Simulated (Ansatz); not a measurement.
# ClGeH5O: the cost of one run

Program: Ansatz 0.2.0. Level of theory: RKS r2SCANh-D4/def2-SVP. These are calculated values, not measurements.

### 1 The structure to begin with

Bond lengths: Ge1–Cl2 2.570 Å, Ge1–H3 1.550 Å, Ge1–H4 1.549 Å, Ge1–O5 1.769 Å, O5–H6 1.010 Å. Angles: Cl2–Ge1–H3 109.5°, Cl2–Ge1–H4 109.5°, Cl2–Ge1–O5 109.5°, H3–Ge1–H4 109.5°, H3–Ge1–O5 109.5°, H4–Ge1–O5 109.5°, Ge1–O5–H6 109.5°.

As a file:

```xyz
8

Ge    0.0000    0.0000    0.0000
Cl    0.0000    0.0000    2.5700
H     1.4616    0.0000   -0.5162
H    -0.7300    1.2648   -0.5162
O    -0.8337   -1.4443   -0.5894
H    -1.2883   -1.9100    0.1830
H     0.6884   -1.6150    0.5833
H     0.5870   -1.3772    1.5533
```

### 2 A restrained relaxation towards end A

Springs on the bonds that form and break draw the guess towards this end; the thresholds are loose.

input.yaml

```yaml
crystal:
  periodic: [false, false, false]
  atoms:
    - { symbol: Ge, position_ang: [0.0, 0.0, 0.0] }
    - { symbol: Cl, position_ang: [0.0, 0.0, 2.57] }
    - { symbol: H, position_ang: [1.4616, 0.0, -0.5162] }
    - { symbol: H, position_ang: [-0.73, 1.2648, -0.5162] }
    - { symbol: O, position_ang: [-0.8337, -1.4443, -0.5894] }
    - { symbol: H, position_ang: [-1.2883, -1.91, 0.183] }
    - { symbol: H, position_ang: [0.6884, -1.615, 0.5833] }
    - { symbol: H, position_ang: [0.587, -1.3772, 1.5533] }
basis:
  gaussian: { orbitals: def2-SVP }
hamiltonian:
  xc: r2scanh
  dispersion: d4
relax:
  f_tol: 0.15
  max_steps: 25
  restrain:
    - { distance: [0, 6], at: 2.75, k: 30.0 }
    - { distance: [7, 1], at: 2.57, k: 30.0 }
    - { distance: [0, 1], at: 2.22, k: 30.0 }
    - { distance: [7, 6], at: 0.66, k: 30.0 }
```

Started as:

```console
$ ansatz run input.yaml --threads 2 --pin off --max-ram 3072MiB --backend cpu --events-out ev --progress --plain --runs-dir out
```

Q: Estimate wall time and peak memory on 2 threads of AMD EPYC 9R45 (Zen 5), shared host.

About 10 s, with a peak of 0.23 GiB.
